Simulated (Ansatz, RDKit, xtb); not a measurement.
**C4H9BO: ranking a sample of isomers**

Which of a sample of isomers of C4H9BO is the most stable in the gas at 298.15 K, and what are its properties? The sample is small against all isomers, and the most stable one of this formula need not be in it.

Plan: many cheap relaxations first (GFN2-xTB), then density-functional screening, relaxation at PBE-D3(BJ)/def2-SVP, vibrations (at GFN2-xTB) and a final energy. The numbers are computed, not measured.

### 1 Possible bonding patterns

Isomers were taken from a list of plausible structures; this is a sample, not all of them. That gives 3 candidates.

| label | SMILES | spin |
| --- | --- | --- |
| c482 | B[C@@H]1C[C@@H]1OC | singlet |
| c782 | B[C@@H]1C[C@H]1OC | singlet |
| c980 | BC1(OC)CC1 | singlet |

Candidates are built by distance geometry, with a force field where one applies, in up to four conformers (letters a to d).

### 2 Cheap relaxation of all starts

All 4 starts are relaxed the same way. One of them, c782a (taken from a list of positional isomers, embedded by distance geometry and UFF), in full:

start.xyz reads:

```xyz
15
c782a
C     -0.198399     1.705669    -1.208007
C     -1.654779     1.706336    -1.667427
C     -1.302258     1.265181    -0.259344
C     -0.769142    -0.566440     1.038114
B      0.450687     3.138199    -0.822686
O     -1.432455    -0.115460    -0.123229
H     -0.233918     4.066802    -0.770706
H      1.586246     3.141939    -0.563765
H      0.424759     0.890831    -1.588628
H     -2.125819     2.695414    -1.726171
H     -1.931789     0.921258    -2.359534
H     -1.736280     1.923247     0.551661
H      0.313433    -0.260663     1.009481
H     -1.220754    -0.058484     1.958975
H     -0.883411    -1.655414     1.143421
```

The run is started by

```bash
$ xtb start.xyz --gfn 2 --opt
```

The log of the run (excerpt; [...] marks lines left out):

```text
* xtb version 6.7.1
[...]
          :  # basis functions                  33          :
[...]
          :  # electrons                        34          :
[...]
          :  Hamiltonian                  GFN2-xTB          :
[...]
          :  net charge                          0          :
          :  unpaired electrons                  0          :
[...]
   *** convergence criteria satisfied after 12 iterations ***
[...]
   *** GEOMETRY OPTIMIZATION CONVERGED AFTER 11 ITERATIONS ***
[...]
   *** convergence criteria satisfied after 3 iterations ***
[...]
         ::                     SUMMARY                     ::
         :::::::::::::::::::::::::::::::::::::::::::::::::::::
         :: total energy             -18.409140749167 Eh    ::
         :: gradient norm              0.000543737366 Eh/a0 ::
         :: HOMO-LUMO gap              3.949756786165 eV    ::
         ::.................................................::
         :: SCC energy               -18.631332345286 Eh    ::
         :: -> isotropic ES            0.036100574859 Eh    ::
         :: -> anisotropic ES          0.005357931817 Eh    ::
         :: -> anisotropic XC          0.003813779247 Eh    ::
         :: -> dispersion             -0.007985157392 Eh    ::
         :: repulsion energy           0.222191596119 Eh    ::
         :: add. restraining           0.000000000000 Eh    ::
         :: total charge               0.000000000000 e     ::
         :::::::::::::::::::::::::::::::::::::::::::::::::::::
[...]
        17        2.0000           -0.3937368             -10.7141 (HOMO)
        18                         -0.2485859              -6.7644 (LUMO)
[...]
     #   Z          covCN         q      C6AA      α(0)
     1   6 C        3.777    -0.116    22.741     6.794
     2   6 C        3.805    -0.066    21.765     6.641
     3   6 C        3.767     0.130    18.500     6.130
     4   6 C        3.660     0.040    20.180     6.446
     5   5 B        2.782     0.226    17.931     7.080
     6   8 O        1.702    -0.298    18.955     5.878
     7   1 H        0.939    -0.101     5.589     3.696
     8   1 H        0.939    -0.096     5.435     3.645
     9   1 H        0.925     0.036     2.507     2.476
    10   1 H        0.926     0.046     2.373     2.409
    11   1 H        0.926     0.058     2.223     2.332
    12   1 H        0.925     0.016     2.787     2.611
    13   1 H        0.924     0.035     2.514     2.479
    14   1 H        0.924     0.029     2.605     2.524
[...]
     #   Z sym  total        # sym  WBO       # sym  WBO       # sym  WBO
 ---------------------------------------------------------------------------
     1   6 C    3.907 --     5 B    1.132     9 H    0.973     2 C    0.906
                             3 C    0.855
     2   6 C    3.949 --     3 C    1.009    10 H    0.979    11 H    0.976
                             1 C    0.906
     3   6 C    3.918 --     2 C    1.009     6 O    1.005    12 H    0.961
                             1 C    0.855
     4   6 C    3.951 --     6 O    0.987    15 H    0.980    13 H    0.978
                            14 H    0.978
     5   5 B    3.233 --     1 C    1.132     8 H    0.979     7 H    0.978
     6   8 O    2.120 --     3 C    1.005     4 C    0.987
     7   1 H    0.990 --     5 B    0.978
     8   1 H    0.991 --     5 B    0.979
     9   1 H    0.999 --     1 C    0.973
[...]
molecular dipole:
                 x           y           z       tot (Debye)
 q only:        0.060      -0.036       0.188
   full:        0.041      -0.074       0.294       0.778
molecular quadrupole (traceless):
[...]
          | TOTAL ENERGY              -18.409140749167 Eh   |
          | GRADIENT NORM               0.000543737366 Eh/α |
          | HOMO-LUMO GAP               3.949756786165 eV   |
           -------------------------------------------------
[...]
```

Wall time 0.1 s (2 threads of Intel Xeon 6975P-C (Granite Rapids), shared host).

### 3 The minima found

4 of the 4 relaxations converged; 1 ended on a minimum already found. 3 distinct structures remain:

| label | start | SMILES after | spin | energy (kcal/mol) |
| --- | --- | --- | --- | --- |
| c482a | drawn | B[C@@H]1C[C@@H]1OC | singlet | 0.0 |
| c782a | drawn | B[C@@H]1C[C@H]1OC | singlet | 0.0 |
| c980a | drawn | BC1(OC)CC1 | singlet | 1.5 |

### 4 Second filter: single points

A choice of the minima (the low ones first, few conformers of a pattern, up to a cap) and the lowest that fell apart get a single point at r2SCAN-D4/def2-SVP on the tight-binding geometry, and one at HF/STO-3G for comparison. The lowest singlets are also tried as triplets at the same geometry (label ending in t). The first, c482a:

input.yaml reads:

```yaml
crystal:
  periodic: [false, false, false]
  atoms:
    - {symbol: C, position_ang: [-0.335789, 2.278206, -0.860822]}
    - {symbol: C, position_ang: [-1.410469, 1.920955, -1.879522]}
    - {symbol: C, position_ang: [-0.664959, 0.820744, -1.237415]}
    - {symbol: C, position_ang: [-0.553406, -0.401675, 0.746447]}
    - {symbol: B, position_ang: [-0.685659, 2.804215, 0.539908]}
    - {symbol: O, position_ang: [-1.334065, -0.002986, -0.351949]}
    - {symbol: H, position_ang: [-1.745171, 2.613378, 0.997237]}
    - {symbol: H, position_ang: [0.116726, 3.399378, 1.151077]}
    - {symbol: H, position_ang: [0.598670, 2.603268, -1.308623]}
    - {symbol: H, position_ang: [-1.222713, 2.142468, -2.919247]}
    - {symbol: H, position_ang: [-2.434515, 2.053238, -1.568833]}
    - {symbol: H, position_ang: [0.116108, 0.307946, -1.800866]}
    - {symbol: H, position_ang: [0.352302, -0.929137, 0.423468]}
    - {symbol: H, position_ang: [-0.261034, 0.472910, 1.345076]}
    - {symbol: H, position_ang: [-1.171291, -1.068501, 1.344106]}
basis:
  gaussian: {orbitals: def2-SVP}
scf: {lower_state_search: "off"}
output: {orbitals: {seedname: orbitals}}
hamiltonian: {xc: {name: r2SCAN}, dispersion: d4}
```

The run is started by

```bash
$ ansatz run input.yaml --threads 2 --pin off --max-ram 5220MiB --events-out events.jsonl --progress --plain --runs-dir runs
```

The log of the run (excerpt; [...] marks lines left out):

```text
Warning: RAYON_NUM_THREADS=2 ignored (pool sized by the plan → 2); use --threads N
Functional definition: r2SCAN
  name "r2SCAN"
[...]
1451 factors; their error is unknown
[...]
mean field -7006.77716265 eV, -257.4943113632 hartree, gradient 2.6e-6 eV, S^2 0.000000; 0 other end points of the search recorded, 0 dependent functions left out
reference -7006.77717370 eV, -257.4943117692 hartree; 23, 23 occupied and 106, 106 virtual orbitals, 1451 factors
Total energy: -7006.85529491 eV, -257.4971826708 hartree
Checks for a lower state left out: stability, starts, cluster_reference, orbital_swaps, neighbouring_geometries, increment
```

Run time: 1.7 s. Hardware: 2 threads of Intel Xeon 6975P-C (Granite Rapids), shared host.

Relative energies in kcal/mol, each column from its lowest structure that stays in one piece:

| label | SMILES | spin | GFN2-xTB | HF/STO-3G | r2SCAN-D4/def2-SVP |
| --- | --- | --- | --- | --- | --- |
| c782a | B[C@@H]1C[C@H]1OC | singlet | 0.0 | 0.0 | 0.0 |
| c482a | B[C@@H]1C[C@@H]1OC | singlet | 0.0 | 1.4 | 0.2 |
| c980a | BC1(OC)CC1 | singlet | 1.5 | 1.6 | 1.9 |
| c980at | BC1(OC)CC1 | triplet | – | – | 95.5 |
| c782at | B[C@@H]1C[C@H]1OC | triplet | – | – | 101.0 |

### 5 Relaxing the best candidates

3 candidates are relaxed at PBE-D3(BJ)/def2-SVP (chosen among the lowest in one piece). The first, c782a:

input.yaml reads:

```yaml
basis:
  gaussian:
    orbitals: def2-SVP
crystal:
  periodic: [false, false, false]
  atoms:
    - symbol: C
      position_ang: [-0.225199, 1.751398, -1.174426]
    - symbol: C
      position_ang: [-1.649694, 1.695217, -1.715114]
    - symbol: C
      position_ang: [-1.412346, 1.240869, -0.333323]
    - symbol: C
      position_ang: [-0.751989, -0.495622, 1.078948]
    - symbol: B
      position_ang: [0.455636, 3.059951, -0.765599]
    - symbol: O
      position_ang: [-1.486700, -0.114516, -0.060612]
    - symbol: H
      position_ang: [-0.194631, 3.973034, -0.428447]
    - symbol: H
      position_ang: [1.623024, 3.139031, -0.753087]
    - symbol: H
      position_ang: [0.386360, 0.930537, -1.535702]
    - symbol: H
      position_ang: [-2.172472, 2.627611, -1.861560]
    - symbol: H
      position_ang: [-1.857066, 0.939623, -2.456418]
    - symbol: H
      position_ang: [-1.732801, 1.873588, 0.492524]
    - symbol: H
      position_ang: [0.313636, -0.269058, 0.958770]
    - symbol: H
      position_ang: [-1.121343, 0.016090, 1.975959]
    - symbol: H
      position_ang: [-0.888293, -1.569336, 1.190242]
hamiltonian:
  xc: {name: PBE}
  dispersion: d3bj
scf:
  lower_state_search: off
relax:
  f_tol: 0.006
```

The run is started by

```bash
$ ansatz run input.yaml --threads 2 --pin off --max-ram 5220MiB --events-out events.jsonl --progress --plain --runs-dir runs
```

The log of the run (excerpt; [...] marks lines left out):

```text
Warning: RAYON_NUM_THREADS=2 ignored (pool sized by the plan → 2); use --threads N
[...]
Functional definition: PBE
  name "PBE"
[...]
1451 factors; their error is unknown
[...]
mean field -7001.71988536 eV, -257.3084598509 hartree, gradient 2.8e-6 eV, S^2 0.000000; 0 other end points of the search recorded, 0 dependent functions left out
[...]
reference -7001.71992448 eV, -257.3084612883 hartree; 23, 23 occupied and 106, 106 virtual orbitals, 1451 factors
relax step   1: F+E_penalty+E_count = -7002.01274465 eV  Δ(F+E_penalty+E_count) = +0.000e0 eV  max|allowed force component| = 1.193e0 eV/Å  Δτ_max = 0.0000 Å  (20 SCF iters, accepted)
[...]
relax step   4: F+E_penalty+E_count = -7002.14257178 eV  Δ(F+E_penalty+E_count) = -1.128e-3 eV  max|allowed force component| = 1.623e-1 eV/Å  Δτ_max = 0.0363 Å  (22 SCF iters, accepted)
[...]
Atom 6 at    -0.235261     3.957770    -0.370885 Å, force     0.000167    -0.000800     0.001491 eV/Å
Atom 7 at     1.666714     3.102792    -0.636781 Å, force     0.000183    -0.000607     0.001467 eV/Å
Atom 8 at     0.389505     0.895529    -1.596310 Å, force     0.000395    -0.002354    -0.000325 eV/Å
Atom 9 at    -2.205855     2.642561    -1.885637 Å, force    -0.000922     0.001964    -0.000761 eV/Å
Atom 10 at    -1.907082     0.895305    -2.453778 Å, force     0.000692     0.000777     0.000059 eV/Å
Atom 11 at    -1.705304     1.911694     0.491954 Å, force     0.000385     0.000859     0.000595 eV/Å
Atom 12 at     0.342098    -0.239137     0.957328 Å, force     0.001031    -0.000003    -0.000086 eV/Å
Atom 13 at    -1.114470     0.049427     1.985293 Å, force    -0.000061     0.000340     0.000747 eV/Å
Atom 14 at    -0.867627    -1.562309     1.206362 Å, force    -0.000375    -0.001027     0.000229 eV/Å
Dipole moment:    -0.115579    -0.219328     0.154559 e Å
Checks for a lower state left out: stability, starts, cluster_reference, orbital_swaps, neighbouring_geometries, increment
```

Run time: 22 s. Hardware: 2 threads of Intel Xeon 6975P-C (Granite Rapids), shared host.

Energy change by step (eV): 0.0000, -0.1136, -0.1287, -0.1298, -0.1308, -0.1327, -0.1329, -0.1335, -0.1338, -0.1340, 0.1046, -0.1341, -0.1340, -0.1341, -0.1341.

After the run. Bond lengths: C1–C2 1.537 Å, C1–C3 1.590 Å, C2–C3 1.470 Å, C1–B5 1.523 Å, C3–O6 1.379 Å, C4–O6 1.416 Å, B5–H7 1.222 Å, B5–H8 1.219 Å, C1–H9 1.103 Å, C2–H10 1.100 Å, C2–H11 1.101 Å, C3–H12 1.107 Å, C4–H13 1.115 Å, C4–H14 1.115 Å, C4–H15 1.106 Å. Some angles: C1–C2–C3 63.8°, C2–C1–C3 56.0°, C2–C1–B5 123.8°, C3–C1–B5 113.8°, C1–C3–C2 60.2°, C1–C3–O6 116.9°, C2–C3–O6 118.0°, C3–O6–C4 113.2°, C1–C2–H10 117.8°, C1–C2–H11 115.5°.

### 6 After refinement

| label | spin | r2SCAN-D4/def2-SVP (kcal/mol) | PBE-D3(BJ)/def2-SVP, relaxed (kcal/mol) | time |
| --- | --- | --- | --- | --- |
| c782a | singlet | 0.0 | 0.0 | 22 s |
| c482a | singlet | 0.2 | 0.2 | 20 s |
| c980a | singlet | 1.9 | 2.4 | 9.3 s |

c782a: Bond lengths: C1–C2 1.537 Å, C1–C3 1.590 Å, C2–C3 1.470 Å, C1–B5 1.523 Å, C3–O6 1.379 Å, C4–O6 1.416 Å, B5–H7 1.222 Å, B5–H8 1.219 Å, C1–H9 1.103 Å, C2–H10 1.100 Å, C2–H11 1.101 Å, C3–H12 1.107 Å, C4–H13 1.115 Å, C4–H14 1.115 Å, C4–H15 1.106 Å. Some angles: C1–C2–C3 63.8°, C2–C1–C3 56.0°, C2–C1–B5 123.8°, C3–C1–B5 113.8°, C1–C3–C2 60.2°, C1–C3–O6 116.9°, C2–C3–O6 118.0°, C3–O6–C4 113.2°, C1–C2–H10 117.8°, C1–C2–H11 115.5°.

c482a: Bond lengths: C1–C2 1.555 Å, C1–C3 1.567 Å, C2–C3 1.468 Å, C1–B5 1.531 Å, C3–O6 1.381 Å, C4–O6 1.411 Å, B5–H7 1.219 Å, B5–H8 1.219 Å, C1–H9 1.103 Å, C2–H10 1.101 Å, C2–H11 1.101 Å, C3–H12 1.110 Å, C4–H13 1.115 Å, C4–H14 1.119 Å, C4–H15 1.107 Å. Some angles: C1–C2–C3 62.4°, C2–C1–C3 56.1°, C2–C1–B5 119.8°, C3–C1–B5 119.9°, C1–C3–C2 61.5°, C1–C3–O6 120.5°, C2–C3–O6 117.8°, C3–O6–C4 113.5°, C1–C2–H10 116.8°, C1–C2–H11 116.1°.

c980a: Bond lengths: C1–C3 1.543 Å, C1–C4 1.556 Å, C3–C4 1.483 Å, C1–B5 1.532 Å, C1–O6 1.409 Å, C2–O6 1.411 Å, B5–H7 1.217 Å, B5–H8 1.218 Å, C2–H9 1.107 Å, C2–H10 1.117 Å, C2–H11 1.115 Å, C3–H12 1.101 Å, C3–H13 1.100 Å, C4–H14 1.100 Å, C4–H15 1.101 Å. Some angles: C1–C3–C4 61.9°, C3–C1–C4 57.2°, C3–C1–B5 116.6°, C3–C1–O6 111.5°, C4–C1–B5 118.9°, C4–C1–O6 114.3°, B5–C1–O6 121.4°, C1–C4–C3 61.0°, C1–O6–C2 113.3°, C1–C3–H12 112.0°.

### 7 Are they minima? Harmonic frequencies

The lowest few in one piece go on as finalists. In this search the thermal terms come from GFN2-xTB at its own nearest minimum. The first, c782a:

start.xyz reads:

```xyz
15
c782a
C     -0.214935     1.753322    -1.256682
C     -1.676471     1.690729    -1.728854
C     -1.420359     1.251385    -0.349646
C     -0.742661    -0.471268     1.071801
B      0.455520     3.020339    -0.741752
O     -1.477692    -0.099721    -0.080257
H     -0.235261     3.957770    -0.370885
H      1.666714     3.102792    -0.636781
H      0.389505     0.895529    -1.596310
H     -2.205855     2.642561    -1.885637
H     -1.907082     0.895305    -2.453778
H     -1.705304     1.911694     0.491954
H      0.342098    -0.239137     0.957328
H     -1.114470     0.049427     1.985293
H     -0.867627    -1.562309     1.206362
```

The run is started by

```bash
$ xtb start.xyz --gfn 2 --ohess tight
```

The log of the run (excerpt; [...] marks lines left out):

```text
* xtb version 6.7.1
[...]
          :  # basis functions                  33          :
[...]
          :  # electrons                        34          :
[...]
          :  Hamiltonian                  GFN2-xTB          :
[...]
          :  net charge                          0          :
          :  unpaired electrons                  0          :
[...]
   *** convergence criteria satisfied after 12 iterations ***
[...]
   *** GEOMETRY OPTIMIZATION CONVERGED AFTER 9 ITERATIONS ***
[...]
   *** convergence criteria satisfied after 3 iterations ***
[...]
         ::                     SUMMARY                     ::
         :::::::::::::::::::::::::::::::::::::::::::::::::::::
         :: total energy             -18.409143221000 Eh    ::
         :: gradient norm              0.000188490320 Eh/a0 ::
         :: HOMO-LUMO gap              3.949408586511 eV    ::
         ::.................................................::
         :: SCC energy               -18.631352872478 Eh    ::
         :: -> isotropic ES            0.036103711269 Eh    ::
         :: -> anisotropic ES          0.005368991958 Eh    ::
         :: -> anisotropic XC          0.003812069929 Eh    ::
         :: -> dispersion             -0.007982803352 Eh    ::
         :: repulsion energy           0.222209651478 Eh    ::
         :: add. restraining           0.000000000000 Eh    ::
         :: total charge               0.000000000000 e     ::
         :::::::::::::::::::::::::::::::::::::::::::::::::::::
[...]
        17        2.0000           -0.3937862             -10.7155 (HOMO)
        18                         -0.2486480              -6.7661 (LUMO)
[...]
molecular dipole:
                 x           y           z       tot (Debye)
 q only:        0.062      -0.037       0.189
   full:        0.043      -0.076       0.294       0.779
molecular quadrupole (traceless):
[...]
          | TOTAL ENERGY              -18.409143221000 Eh   |
          | TOTAL ENTHALPY            -18.279028884811 Eh   |
          | TOTAL FREE ENERGY         -18.318151336938 Eh   |
          | GRADIENT NORM               0.000188476380 Eh/α |
[...]
```

Wall time 0.29 s (2 threads of Intel Xeon 6975P-C (Granite Rapids), shared host).

### 8 Thermal terms of the finalists

As xtb prints them, at 298.15 K, with its own treatment of low modes:

| label | SMILES | spin | lowest mode (cm⁻¹) | zero-point (kcal/mol) | G − E (kcal/mol) |
| --- | --- | --- | --- | --- | --- |
| c782a | B[C@@H]1C[C@H]1OC | singlet | 100 | 76.4 | 57.1 |
| c482a | B[C@@H]1C[C@@H]1OC | singlet | 100 | 76.5 | 57.5 |
| c980a | BC1(OC)CC1 | singlet | 111 | 76.3 | 57.2 |

### 9 Last filter: a higher level

Each finalist gets a single point at CCSD(T)/def2-SVP + MP2/def2-TZVPP - MP2/def2-SVP.

c782a, CCSD(T)/def2-SVP:

input.yaml reads:

```yaml
crystal:
  periodic: [false, false, false]
  atoms:
    - {symbol: C, position_ang: [-0.214935, 1.753322, -1.256682]}
    - {symbol: C, position_ang: [-1.676471, 1.690729, -1.728854]}
    - {symbol: C, position_ang: [-1.420359, 1.251385, -0.349646]}
    - {symbol: C, position_ang: [-0.742661, -0.471268, 1.071801]}
    - {symbol: B, position_ang: [0.455520, 3.020339, -0.741752]}
    - {symbol: O, position_ang: [-1.477692, -0.099721, -0.080257]}
    - {symbol: H, position_ang: [-0.235261, 3.957770, -0.370885]}
    - {symbol: H, position_ang: [1.666714, 3.102792, -0.636781]}
    - {symbol: H, position_ang: [0.389505, 0.895529, -1.596310]}
    - {symbol: H, position_ang: [-2.205855, 2.642561, -1.885637]}
    - {symbol: H, position_ang: [-1.907082, 0.895305, -2.453778]}
    - {symbol: H, position_ang: [-1.705304, 1.911694, 0.491954]}
    - {symbol: H, position_ang: [0.342098, -0.239137, 0.957328]}
    - {symbol: H, position_ang: [-1.114470, 0.049427, 1.985293]}
    - {symbol: H, position_ang: [-0.867627, -1.562309, 1.206362]}
basis:
  gaussian: {orbitals: def2-SVP}
correlation: {method: ccsd_t, frozen_orbitals: {B: 1, C: 1, O: 1, H: 0}}
```

The run is started by

```bash
$ ansatz run input.yaml --threads 2 --pin off --max-ram 5220MiB --events-out events.jsonl --progress --plain --runs-dir runs
```

The log of the run (excerpt; [...] marks lines left out):

```text
Warning: RAYON_NUM_THREADS=2 ignored (pool sized by the plan → 2); use --threads N
Functional definition: HF
  name "HF"
[...]
1329 factors; integrals over basis functions are off by at most 1.2e-3 eV
[...]
mean field -6966.06880437 eV, -255.9983067894 hartree, gradient 1.2e-6 eV, S^2 0.000000; 0 other end points of the search recorded, 0 dependent functions left out
6 core orbitals not correlated: weight in the atoms' cores, before any rotation towards them, 1.000 or more for the frozen orbitals, at most 0.000 for the correlated occupied ones
reference -6966.06880437 eV, -255.9983067894 hartree; 17, 17 occupied and 106, 106 virtual orbitals, 1329 factors
second order -22.43422097 eV of doubles, -0.00000000 eV of singles
cycle   1  -23.40519412 eV  change   -9.7e-1 eV  update   1.1e-1
[...]
cycle  10  -24.15983974 eV  change   -1.2e-5 eV  update   2.1e-5
perturbative correction -0.76416130 eV, -0.0280824097 hartree
Total energy: -6990.99280540 eV, -256.9142469334 hartree
```

It took 14 s on 2 threads of Intel Xeon 6975P-C (Granite Rapids), shared host; peak memory 0.97 GiB.

[end of part 1 of 2]
